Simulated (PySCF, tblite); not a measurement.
# C₄H₁₂O₂SSi₂: geometry, infrared bands and NMR shifts

Wanted: the infrared bands and NMR shifts of C₄H₁₂O₂SSi₂ (`CC(C)OC(=O)[SiH2]S[SiH3]`), by calculation.

The runs use tblite 0.8.0 and PySCF 2.14.0, with density-fitted response routines of our own; the level of theory stands in each step. All values are computed, except where a source is named. Atoms count from 0, in the outputs and in this text.

### Step 1. The starting structure

21 atoms, charge 0, multiplicity 1; geometry from: force field or distance geometry start.

Bonds of the start (Å): C0–C1 1.52, C1–C2 1.53, C1–O3 1.45, O3–C4 1.35, C4–O5 1.23, C4–Si6 1.89, Si6–S7 2.16, S7–Si8 2.14, C0–H9 1.10, C0–H10 1.10, C0–H11 1.10, C1–H12 1.08, C2–H13 1.09, C2–H14 1.10, C2–H15 1.08, Si6–H16 1.49, Si6–H17 1.49, Si8–H18 1.48, Si8–H19 1.48, Si8–H20 1.47.

### Step 2. Geometry optimisation with GFN2-xTB

The job: settings as JSON, then the geometry in Å.

```
{"job": {"kind": "relax", "xc": "GFN2-xTB", "basis": "xTB"}, "charge": 0, "multiplicity": 1}
C     -3.065100    -0.297200     0.621400
C     -1.822700    -0.011900    -0.204200
C     -1.404900    -1.249800    -0.996500
O     -0.770600     0.321700     0.728900
C      0.258100     1.061300     0.256300
O      0.349000     1.480200    -0.900800
Si     1.679800     1.472200     1.437500
S      2.979700    -0.217600     1.776400
Si     3.467100    -0.470000    -0.293300
H     -3.923000    -0.555000    -0.018200
H     -3.347500     0.584600     1.213100
H     -2.912400    -1.115200     1.334300
H     -2.022100     0.832000    -0.852100
H     -1.167500    -2.085900    -0.340900
H     -2.217200    -1.545700    -1.678100
H     -0.518900    -1.045500    -1.581400
H      2.532900     2.598800     0.972400
H      1.158700     1.865800     2.778400
H      2.249000    -0.918600    -1.007800
H      3.980000     0.814100    -0.834000
H      4.508600    -1.501300    -0.401400
```

Run with:

```sh
> OMP_NUM_THREADS=1 python probes_run.py task.json out
```

The driver reads the jobs from task.json and runs them one after another.

**Question.** This job is followed by: GFN2-xTB harmonic vibrations, gas phase; GIAO PBE0/pcSseg-1 NMR shielding, non-relativistic, gas phase. What will the session give for the following? strongest single infrared mode (GFN2-xTB); zero-point energy (GFN2-xTB); ¹³C shifts against TMS (PBE0/pcSseg-1, means over atoms taken as alike); ¹H shifts against TMS (PBE0/pcSseg-1, means over atoms taken as alike); ¹⁷O shifts against H2O (PBE0/pcSseg-1); ²⁹Si shifts against TMS (PBE0/pcSseg-1); ³³S shifts against CS2 (PBE0/pcSseg-1).

As calculated:

| quantity | value |
| --- | --- |
| strongest single infrared mode (GFN2-xTB) | 732 cm⁻¹, 424 km/mol |
| zero-point energy (GFN2-xTB) | 94.1 kcal/mol |
| ¹³C shifts against TMS (PBE0/pcSseg-1, means over atoms taken as alike) | 192.8, 71.7, 23.6 ppm |
| ¹H shifts against TMS (PBE0/pcSseg-1, means over atoms taken as alike) | 5.32, 4.98, 4.97, 1.36 ppm |
| ¹⁷O shifts against H2O (PBE0/pcSseg-1) | 500.2, 270.3 ppm |
| ²⁹Si shifts against TMS (PBE0/pcSseg-1) | -48.7, -55.8 ppm |
| ³³S shifts against CS2 (PBE0/pcSseg-1) | -352 ppm |

What this shows: Relaxing lowered the energy by 0.378 eV in 179 steps; the close pair that moved most is S7–Si8, from 2.141 to 2.200 Å. All 57 modes are real, so the xTB geometry is a minimum. The strongest single mode, at 732 cm⁻¹, is carried by H19, H18, H20. Unscaled tight-binding wavenumbers are off by several per cent, some by more. Its intensities can rank the bands wrongly. The most deshielded hydrogen is H12 (hydrogen on an sp3 CH bonded to O), at 5.32 ppm: its carbon carries O, an electronegative neighbour. At PBE0/pcSseg-1: Shielding is most anisotropic at O5 (span 797 ppm, paramagnetic term -571 ppm).
